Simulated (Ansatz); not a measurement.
# Si2H4OF2 (SMILES O[SiH](F)[SiH2]F) at B3LYP/6-31G(d) (spherical functions)

Aim: the energy change on altering one bond length of Si2H4OF2 at B3LYP/6-31G* (spherical functions), from 2 runs. 

Program for the calculation: Ansatz 0.2.0.

69 further runs of the same task are left out: 69 set aside as unsound or not needed.

## (1) The system as given

Si2H4OF2 has 9 atoms, charge 0, and is taken as a singlet. As SMILES, `O[SiH](F)[SiH2]F`. Geometry: relaxed at PBE0-D4/def2-TZVP. This is one conformer, not always the lowest.

Bond lengths: O1–Si2 1.634 Å, Si2–F3 1.601 Å, Si2–Si4 2.358 Å, Si4–F5 1.612 Å, O1–H6 0.959 Å, Si2–H7 1.480 Å, Si4–H8 1.485 Å, Si4–H9 1.487 Å. Some angles: O1–Si2–F3 110.8°, O1–Si2–Si4 109.5°, F3–Si2–Si4 107.8°, Si2–Si4–F5 106.0°, O1–Si2–H7 106.2°, F3–Si2–H7 107.1°, Si4–Si2–H7 115.4°, Si2–O1–H6 118.4°, Si2–Si4–H8 114.0°, Si2–Si4–H9 111.6°.

## (2) The energy at B3LYP/6-31G(d) (spherical functions)

run.yaml

```yaml
crystal:
  periodic: [false, false, false]
  atoms:
    - {symbol: O, position_ang: [0.844300, 1.766700, -0.485000]}
    - {symbol: Si, position_ang: [0.969400, 0.137800, -0.453100]}
    - {symbol: F, position_ang: [0.986700, -0.459700, -1.938500]}
    - {symbol: Si, position_ang: [-0.894000, -0.772400, 0.668300]}
    - {symbol: F, position_ang: [-2.133900, 0.202600, 0.333800]}
    - {symbol: H, position_ang: [-0.014200, 2.154900, -0.665100]}
    - {symbol: H, position_ang: [2.284600, -0.163900, 0.153800]}
    - {symbol: H, position_ang: [-1.253000, -2.143900, 0.226600]}
    - {symbol: H, position_ang: [-0.701500, -0.768300, 2.142300]}
basis:
  gaussian: {orbitals: 6-31G_st_-spherical.json}
hamiltonian: {xc: {name: B3LYP}}
accuracy: high
output: {orbitals: {seedname: orbitals}}
```

The basis set 6-31G* is read from a file made from the Basis Set Exchange's data (not shown).

On the command line:

```bash
$ ansatz run run.yaml --threads 1 --pin off --max-ram 3480MiB --events-out events.jsonl --progress --plain --runs-dir runs
```

The log of the run:

```text
Warning: RAYON_NUM_THREADS=1 ignored (pool sized by the plan → 1); use --threads N
Functional definition: B3LYP
  name "B3LYP"
  parameter a0 = 0.2
  parameter ax = 0.72
  parameter ac = 0.81
  exchange = (1 - a0 - ax)*slater_x + ax*b88_x + a0*exact_x
  correlation = (1 - ac)*vwn_rpa_c + ac*lyp_c
1903 factors; integrals over basis functions are off by at most 6.7e-9 eV
mean field evaluation 1: about -23298.5482 eV, gradient 6.2e1 eV
mean field evaluation 2: about -23284.9939 eV, gradient 1.1e2 eV
mean field evaluation 4: about -23304.6170 eV, gradient 5.4e0 eV
mean field evaluation 8: about -23304.8594 eV, gradient 2.1e-1 eV
mean field evaluation 16: about -23304.8595 eV, gradient 2.2e-5 eV
mean field -23304.85952928 eV, -856.4377910998 hartree, gradient 3.5e-8 eV, S^2 0.000000; 0 other end points of the search recorded, 0 dependent functions left out
reference -23304.85957248 eV, -856.4377926876 hartree; 29, 29 occupied and 57, 57 virtual orbitals, 1903 factors
Total energy: -23304.85957248 eV, -856.4377926876 hartree
```

It took 9.6 s on 1 thread of Arm Neoverse V1, shared host; peak memory 0.3 GiB.

## (3) The distorted shape

molecule.yaml

```yaml
crystal:
  periodic: [false, false, false]
  atoms:
    - {symbol: O, position_ang: [0.647016, 1.811956, -0.576037]}
    - {symbol: Si, position_ang: [0.772116, 0.183056, -0.544137]}
    - {symbol: F, position_ang: [0.789416, -0.414444, -2.029537]}
    - {symbol: Si, position_ang: [-1.091284, -0.727144, 0.577263]}
    - {symbol: F, position_ang: [-2.331184, 0.247856, 0.242763]}
    - {symbol: H, position_ang: [-0.211484, 2.200156, -0.756137]}
    - {symbol: H, position_ang: [2.284600, -0.163900, 0.153800]}
    - {symbol: H, position_ang: [-1.450284, -2.098644, 0.135563]}
    - {symbol: H, position_ang: [-0.898784, -0.723044, 2.051263]}
basis:
  gaussian: {orbitals: 6-31G_st_-spherical.json}
hamiltonian: {xc: {name: B3LYP}}
accuracy: high
output: {orbitals: {seedname: orbitals}}
```

The basis set 6-31G* is read from a file made from the Basis Set Exchange's data (not shown).

On the command line:

```bash
$ ansatz run molecule.yaml --threads 1 --pin off --max-ram 3480MiB --events-out events.jsonl --progress --plain --runs-dir runs
```

The log of the run, shortened:

```text
Warning: RAYON_NUM_THREADS=1 ignored (pool sized by the plan → 1); use --threads N
[... 7 set-up lines as earlier in the session ...]
1901 factors; integrals over basis functions are off by at most 9.6e-9 eV
mean field evaluation 1: about -23298.1924 eV, gradient 6.2e1 eV
mean field evaluation 2: about -23284.2329 eV, gradient 1.1e2 eV
mean field evaluation 4: about -23304.2917 eV, gradient 5.5e0 eV
mean field evaluation 8: about -23304.5290 eV, gradient 2.1e-1 eV
mean field evaluation 16: about -23304.5291 eV, gradient 3.8e-5 eV
mean field -23304.52907322 eV, -856.4256470636 hartree, gradient 3.8e-8 eV, S^2 0.000000; 0 other end points of the search recorded, 0 dependent functions left out
reference -23304.52911638 eV, -856.4256486499 hartree; 29, 29 occupied and 57, 57 virtual orbitals, 1901 factors
Total energy: -23304.52911638 eV, -856.4256486499 hartree
```

Wall time 12 s (1 thread of Arm Neoverse V1, shared host); peak memory 0.3 GiB.

## (4) Outcome

Level: B3LYP/6-31G* (spherical functions).

| quantity | value |
| --- | --- |
| first shape: total energy | -856.43779 Eh |
| first shape: HOMO energy | -7.81 eV |
| first shape: LUMO energy | -0.88 eV |
| first shape: HOMO–LUMO gap | 6.93 eV |
| distorted shape: total energy | -856.42565 Eh |
| distorted shape: HOMO energy | -7.81 eV |
| distorted shape: LUMO energy | -0.95 eV |
| distorted shape: HOMO–LUMO gap | 6.86 eV |
| energy change with the Si2–H7 bond stretched from 1.480 to 1.702 Å | 0.330 eV |

What this shows: With the Si2–H7 bond stretched from 1.480 to 1.702 Å the energy rises by 0.33 eV (31.9 kJ/mol). The first shape isn't relaxed at this level, so the change isn't measured from a minimum.
